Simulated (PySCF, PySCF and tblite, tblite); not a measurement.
# C9H13N: conformers and averaged spectra, part 2 of 3

PySCF and tblite. Atoms count from 0.

## 6. Single-point energy, conformer 2: PBE0/def2-SVP in chloroform

Job settings and geometry (Å):

```
{"job": {"xc": "PBE0", "basis": "def2-SVP", "solvent": "chloroform", "kind": "sp"}, "charge": 0, "multiplicity": 1}
C     -3.205076     0.084390     0.508506
C     -1.893505    -0.690952     0.514851
C     -0.675321     0.086114     0.073668
C     -0.745309     1.404595    -0.343867
C      0.390407     2.094024    -0.730843
C      1.619284     1.463358    -0.696467
C      1.729941     0.145400    -0.285970
C      3.074855    -0.524259    -0.246087
C      0.575844    -0.553409     0.095042
N      0.688239    -1.856375     0.565669
H     -3.453813     0.422070    -0.494948
H     -4.010486    -0.558576     0.858607
H     -3.148687     0.946848     1.168096
H     -1.712754    -1.063554     1.528632
H     -2.010643    -1.565110    -0.138435
H     -1.695894     1.912443    -0.370425
H      0.315259     3.121647    -1.053726
H      2.509083     2.000784    -0.992883
H      3.300397    -0.879279     0.759544
H      3.851023     0.175648    -0.544631
H      3.111966    -1.377307    -0.926999
H      1.522498    -2.340759     0.275616
H     -0.142063    -2.420756     0.487128
```

The log of the run:

```text
coarse grid: 18896 points
cycle   1  E = -404.6676558064  dE =  1.470e+00  |g| = 4.625e-01  |ddm| = 5.492e+00
cycle   2  E = -404.6719089137  dE = -4.253e-03  |g| = 4.638e-01  |ddm| = 1.121e+00
cycle   3  E = -404.7275374575  dE = -5.563e-02  |g| = 6.422e-02  |ddm| = 5.513e-01
cycle   4  E = -404.7282680953  dE = -7.306e-04  |g| = 3.721e-02  |ddm| = 1.140e-01
cycle   5  E = -404.7286457448  dE = -3.776e-04  |g| = 6.161e-03  |ddm| = 5.090e-02
cycle   6  E = -404.7286545206  dE = -8.776e-06  |g| = 2.121e-03  |ddm| = 8.979e-03
final grid: 181704 points
cycle   7  E = -404.7844742541  dE = -5.535e-05  |g| = 9.739e-03  |ddm| = 7.259e-02
cycle   8  E = -404.7844707803  dE =  3.474e-06  |g| = 1.064e-02  |ddm| = 2.187e-02
cycle   9  E = -404.7844985025  dE = -2.772e-05  |g| = 1.153e-03  |ddm| = 1.146e-02
cycle  10  E = -404.7844988461  dE = -3.436e-07  |g| = 2.557e-04  |ddm| = 1.539e-03
cycle  11  E = -404.7844988606  dE = -1.445e-08  |g| = 1.150e-04  |ddm| = 3.882e-04
cycle  12  E = -404.7844988639  dE = -3.370e-09  |g| = 2.028e-05  |ddm| = 1.593e-04
cycle  13  E = -404.7844988640  dE = -9.823e-11  |g| = 5.437e-06  |ddm| = 3.427e-05
converged SCF energy = -404.7844988640
```

Run time: 16 s. Hardware: 1 thread of Arm Neoverse V2, shared host; peak memory 0.9 GiB.

This run: HOMO -5.66 eV, LUMO 0.39 eV; dipole 2.52 D.

## 7. The ensemble: properties at B97-2/pcSseg-1 in chloroform

Job settings and geometry (Å):

```
{"job": {"study": "conf", "smiles": "CCc1cccc(C)c1N", "search": {"seed": 994, "n_embed": 90, "ff_keep": 18, "window": 3.0, "nmax": 5, "temps": [220, 260, 298.15, 340, 380], "t_ref": 298.15, "order": 0.002}, "level": {"nmr": {"xc": "B97-2", "basis": "pcSseg-1", "solvent": "chloroform"}, "sp": {"xc": "PBE0", "basis": "def2-SVP", "solvent": "chloroform"}}, "kind": "conf"}, "charge": 0, "multiplicity": 1}
C     -2.847347    -0.626457     0.155477
C     -1.984910     0.022568    -0.930848
C     -0.658209     0.479655    -0.380497
C     -0.517127     1.790889     0.045663
C      0.673240     2.248448     0.578091
C      1.747167     1.382430     0.676916
C      1.644236     0.066345     0.260446
C      2.825711    -0.855956     0.366857
C      0.427041    -0.399755    -0.260763
N      0.335839    -1.705105    -0.724469
H     -2.352131    -1.492731     0.590519
H     -3.035455     0.086144     0.955475
H     -3.802967    -0.946916    -0.254822
H     -1.835779    -0.674903    -1.758210
H     -2.519066     0.888000    -1.328064
H     -1.358312     2.463815    -0.044919
H      0.766469     3.272096     0.908101
H      2.684517     1.733699     1.084996
H      3.688936    -0.318403     0.750362
H      3.082392    -1.267907    -0.609100
H      2.618547    -1.686125     1.045489
H     -0.594054    -2.085255    -0.780460
H      1.006511    -2.347588    -0.336163
```

The log of the run:

```text
conformer  sym    E(xTB)   E(DFT)   G(298.15 K)  weight  dipole/D
    1     C1      0.000    0.000    0.000   0.5932    2.456
    2     C1      1.053    0.027    0.224   0.4068    2.518

mean shielding (ppm) by class
class atoms           220 K      260 K   298.15 K      340 K      380 K
  0 C  0            170.356    170.377    170.393    170.407    170.419
  1 C  1             158.22    158.236    158.248    158.259    158.268
  2 C  2             58.153     58.164     58.171     58.178     58.184
  3 C  3             57.924     57.948     57.966     57.982     57.995
  4 C  4             67.331     67.332     67.333     67.334     67.335
  5 C  5             55.685     55.686     55.688     55.689      55.69
  6 C  6              63.57     63.573     63.576     63.579     63.581
  7 C  7            166.057    166.057    166.058    166.058    166.058
  8 C  8             40.589     40.584      40.58     40.577     40.574
  9 N  9            195.735    195.731    195.729    195.727    195.725
 10 H  10,11,12      30.503     30.502       30.5     30.499     30.498
 11 H  13,14         29.239     29.239      29.24     29.241     29.241
 12 H  15            24.552     24.552     24.552     24.552     24.552
 13 H  16            24.899     24.899     24.899     24.898     24.898
 14 H  17            24.496     24.496     24.496     24.496     24.496
 15 H  18,19,20        29.5       29.5       29.5       29.5     29.499
 16 H  21,22         27.999     27.999       28.0       28.0       28.0
```

Run time: 1.9 min. Hardware: 1 thread of Arm Neoverse V2, shared host. This counts the runs that the step sums up.

The search (ETKDG and KDG, MMFF94s, GFN2-xTB) embedded 90 structures, kept 2 distinct ones after the force field and 2 after xTB; 2 were carried on (window 3.0 kcal/mol at the search's own energies). Energies: PBE0/def2-SVP in chloroform with D3(BJ).

Conformer by conformer (298 K):

| no. | group | mirror pair | ΔE xTB | ΔE DFT | ΔG | weight (%) | μ (D) | C0–C1–C2–C3 (°) | C2–C8–N9–H21 (°) | A, B, C (GHz) |
| --- | --- | --- | --- | --- | --- | --- | --- | --- | --- | --- |
| 1 | C1 | yes | 0.00 | 0.00 | 0.00 | 59.3 | 2.46 | -94 | -24 | 2.04, 1.15, 0.79 |
| 2 | C1 | yes | 1.05 | 0.03 | 0.22 | 40.7 | 2.52 | -2 | 161 | 2.26, 1.06, 0.73 |

Energies in kcal/mol. ΔG holds xTB vibrations and rotation, symmetry numbers and mirror pairs.

Weights (%) by temperature:

| no. | 220 K | 260 K | 298 K | 340 K | 380 K |
| --- | --- | --- | --- | --- | --- |
| 1 | 60.1 | 59.7 | 59.3 | 59.0 | 58.8 |
| 2 | 39.9 | 40.3 | 40.7 | 41.0 | 41.2 |

How the weights hang on the way they are made:

| scheme | 1 | 2 | mean μ (D) |
| --- | --- | --- | --- |
| DFT free energy | 59 | 41 | 2.48 |
| DFT energy, symmetry counted | 51 | 49 | 2.49 |
| DFT energy alone | 51 | 49 | 2.49 |
| xTB energy, symmetry counted | 86 | 14 | 2.46 |
| xTB free energy | 89 | 11 | 2.46 |
| lowest conformer only | 100 | 0 | 2.46 |
| equal weights | 50 | 50 | 2.49 |

Shifts against references run at the same level (1H TMS 31.80, 13C TMS 186.8 ppm of shielding), by class of atoms, at 298 K:

| atoms | environment | no. 1 | no. 2 | average |
| --- | --- | --- | --- | --- |
| C8 | aromatic carbon bearing nitrogen | 145.8 | 146.9 | 146.3 |
| C5 | aromatic CH | 131.3 | 130.9 | 131.1 |
| C3 | aromatic CH | 131.0 | 125.7 | 128.9 |
| C2 | substituted aromatic carbon | 129.6 | 127.3 | 128.7 |
| C6 | substituted aromatic carbon | 123.6 | 122.7 | 123.3 |
| C4 | aromatic CH | 119.6 | 119.3 | 119.5 |
| C1 | sp3 CH2 on an aromatic ring | 30.0 | 26.5 | 28.6 |
| C7 | methyl carbon on an aromatic ring | 20.8 | 20.8 | 20.8 |
| C0 | methyl carbon | 18.3 | 13.7 | 16.4 |
| H17 | hydrogen on an aromatic CH | 7.29 | 7.34 | 7.31 |
| H15 | hydrogen on an aromatic CH | 7.25 | 7.25 | 7.25 |
| H16 | hydrogen on an aromatic CH | 6.87 | 6.95 | 6.90 |
| H21, H22 | hydrogen on an aniline-type nitrogen | 3.82 | 3.77 | 3.80 |
| H13, H14 | hydrogen on an sp3 CH2 on an aromatic ring | 2.63 | 2.47 | 2.56 |
| H18, H19, H20 | hydrogen on a methyl carbon on an aromatic ring | 2.29 | 2.32 | 2.30 |
| H10, H11, H12 | hydrogen on a methyl carbon | 1.15 | 1.52 | 1.30 |
| N9 | aniline-type nitrogen | 196.0 (σ) | 195.3 (σ) | 195.7 (σ) |

Effective distances for nuclear Overhauser effects, ⟨r⁻⁶⟩^(−1/6) over all pairs of two classes (Å): H15···H16 2.46; H16···H17 2.46; H13···H21 2.56; H10···H13 2.60; H17···H18 2.70; H18···H21 2.70; H13···H15 2.78; H10···H15 2.79.

## 8. Shieldings, conformer 1: KT2/pcSseg-1 in benzene

Job settings and geometry (Å):

```
{"job": {"xc": "KT2", "basis": "pcSseg-1", "solvent": "benzene", "kind": "nmr", "pop": false}, "charge": 0, "multiplicity": 1}
C     -2.847347    -0.626457     0.155477
C     -1.984910     0.022568    -0.930848
C     -0.658209     0.479655    -0.380497
C     -0.517127     1.790889     0.045663
C      0.673240     2.248448     0.578091
C      1.747167     1.382430     0.676916
C      1.644236     0.066345     0.260446
C      2.825711    -0.855956     0.366857
C      0.427041    -0.399755    -0.260763
N      0.335839    -1.705105    -0.724469
H     -2.352131    -1.492731     0.590519
H     -3.035455     0.086144     0.955475
H     -3.802967    -0.946916    -0.254822
H     -1.835779    -0.674903    -1.758210
H     -2.519066     0.888000    -1.328064
H     -1.358312     2.463815    -0.044919
H      0.766469     3.272096     0.908101
H      2.684517     1.733699     1.084996
H      3.688936    -0.318403     0.750362
H      3.082392    -1.267907    -0.609100
H      2.618547    -1.686125     1.045489
H     -0.594054    -2.085255    -0.780460
H      1.006511    -2.347588    -0.336163
```

The log of the run:

```text
coarse grid: 18896 points
cycle   1  E = -412.5466474385  dE =  1.245e+00  |g| = 6.564e-01  |ddm| = 4.753e+00
cycle   2  E = -412.4528671254  dE =  9.378e-02  |g| = 8.872e-01  |ddm| = 1.702e+00
cycle   3  E = -412.6674302322  dE = -2.146e-01  |g| = 9.163e-02  |ddm| = 1.060e+00
cycle   4  E = -412.6687729499  dE = -1.343e-03  |g| = 5.760e-02  |ddm| = 1.543e-01
cycle   5  E = -412.6697191261  dE = -9.462e-04  |g| = 1.143e-02  |ddm| = 9.059e-02
cycle   6  E = -412.6697484556  dE = -2.933e-05  |g| = 4.979e-03  |ddm| = 1.618e-02
cycle   7  E = -412.6697544909  dE = -6.035e-06  |g| = 7.404e-04  |ddm| = 5.517e-03
final grid: 181704 points
cycle   8  E = -412.6579771696  dE = -3.572e-04  |g| = 1.441e-02  |ddm| = 1.560e-01
cycle   9  E = -412.6579277607  dE =  4.941e-05  |g| = 1.922e-02  |ddm| = 3.874e-02
cycle  10  E = -412.6580275325  dE = -9.977e-05  |g| = 3.643e-03  |ddm| = 2.849e-02
cycle  11  E = -412.6580311424  dE = -3.610e-06  |g| = 1.014e-03  |ddm| = 5.269e-03
cycle  12  E = -412.6580314143  dE = -2.718e-07  |g| = 2.932e-04  |ddm| = 1.356e-03
cycle  13  E = -412.6580314332  dE = -1.890e-08  |g| = 1.054e-04  |ddm| = 3.782e-04
cycle  14  E = -412.6580314358  dE = -2.676e-09  |g| = 2.167e-05  |ddm| = 1.258e-04
cycle  15  E = -412.6580314359  dE = -1.120e-10  |g| = 6.074e-06  |ddm| = 3.039e-05
converged SCF energy = -412.6580314359

GIAO shielding tensors (ppm)
atom      isotropic    diamagn.    paramagn.     s11        s22        s33       span
  0 C      167.662     248.466     -80.804    151.838    166.211    184.937     33.099
  1 C      155.238     249.390     -94.152    142.092    153.932    169.690     27.598
  2 C       63.556     262.827    -199.272     -4.238     29.771    165.134    169.372
  3 C       62.844     252.627    -189.783    -30.053     64.206    154.378    184.430
  4 C       73.192     256.603    -183.412    -21.846     70.290    171.130    192.975
  5 C       62.212     253.187    -190.975    -30.815     66.280    151.171    181.986
  6 C       69.862     263.046    -193.184     -5.654     48.439    166.800    172.454
  7 C      166.040     248.438     -82.398    154.040    157.867    186.211     32.171
  8 C       47.668     253.391    -205.723    -26.303     25.585    143.721    170.024
  9 N      193.796     320.524    -126.728    168.569    192.479    220.341     51.772
 10 H       30.557      31.960      -1.403     25.240     31.291     35.141      9.902
 11 H       30.589      30.671      -0.082     26.285     29.613     35.870      9.585
 12 H       30.314      27.578       2.735     26.316     26.719     37.905     11.589
 13 H       28.876      32.611      -3.735     25.211     28.789     32.628      7.418
 14 H       29.065      31.124      -2.059     24.298     28.127     34.768     10.470
 15 H       24.652      33.972      -9.320     20.926     24.463     28.567      7.640
 16 H       25.018      31.329      -6.311     21.566     26.558     26.929      5.363
 17 H       24.608      32.784      -8.176     20.869     25.041     27.914      7.046
 18 H       29.352      28.688       0.664     24.341     28.637     35.079     10.738
 19 H       29.386      29.323       0.063     24.813     28.069     35.275     10.462
 20 H       29.424      30.125      -0.701     25.030     27.931     35.311     10.282
 21 H       27.868      35.081      -7.212     19.433     28.836     35.336     15.903
 22 H       28.034      34.221      -6.187     20.084     28.532     35.486     15.402
```

Run time: 32 s. Hardware: 1 thread of Arm Neoverse V2, shared host; peak memory 1.1 GiB.

This run: HOMO -4.78 eV, LUMO -0.67 eV; dipole 2.22 D.

## 9. Single-point energy, conformer 1: revPBE/def2-SVP in benzene

Changed since step 8:

```diff
@@ -1,2 +1,2 @@
-{"job": {"xc": "KT2", "basis": "pcSseg-1", "solvent": "benzene", "kind": "nmr", "pop": false}, "charge": 0, "multiplicity": 1}
+{"job": {"xc": "revPBE", "basis": "def2-SVP", "solvent": "benzene", "kind": "sp"}, "charge": 0, "multiplicity": 1}
 C     -2.847347    -0.626457     0.155477
```

The log of the run:

```text
coarse grid: 18896 points
cycle   1  E = -404.9519191963  dE =  1.087e+00  |g| = 6.550e-01  |ddm| = 5.719e+00
cycle   2  E = -404.8487123063  dE =  1.032e-01  |g| = 9.047e-01  |ddm| = 2.131e+00
cycle   3  E = -405.0749121621  dE = -2.262e-01  |g| = 1.113e-01  |ddm| = 1.307e+00
cycle   4  E = -405.0771382522  dE = -2.226e-03  |g| = 6.576e-02  |ddm| = 2.051e-01
cycle   5  E = -405.0783670365  dE = -1.229e-03  |g| = 1.445e-02  |ddm| = 1.064e-01
cycle   6  E = -405.0784158672  dE = -4.883e-05  |g| = 5.881e-03  |ddm| = 2.298e-02
cycle   7  E = -405.0784244478  dE = -8.581e-06  |g| = 8.503e-04  |ddm| = 7.326e-03
final grid: 181704 points
cycle   8  E = -405.1396677936  dE = -6.929e-05  |g| = 1.492e-02  |ddm| = 1.057e-01
cycle   9  E = -405.1396166243  dE =  5.117e-05  |g| = 2.052e-02  |ddm| = 4.256e-02
cycle  10  E = -405.1397277945  dE = -1.112e-04  |g| = 1.658e-03  |ddm| = 2.475e-02
cycle  11  E = -405.1397284527  dE = -6.583e-07  |g| = 6.066e-04  |ddm| = 2.721e-03
cycle  12  E = -405.1397285429  dE = -9.017e-08  |g| = 1.983e-04  |ddm| = 8.650e-04
cycle  13  E = -405.1397285535  dE = -1.054e-08  |g| = 4.603e-05  |ddm| = 3.209e-04
cycle  14  E = -405.1397285539  dE = -4.037e-10  |g| = 2.615e-05  |ddm| = 8.533e-05
converged SCF energy = -405.1397285539
```

Run time: 14 s. Hardware: 1 thread of Arm Neoverse V2, shared host; peak memory 1 GiB.

This run: HOMO -4.52 eV, LUMO -0.43 eV; dipole 2.37 D.

(Part 2 of 3 ends here.)
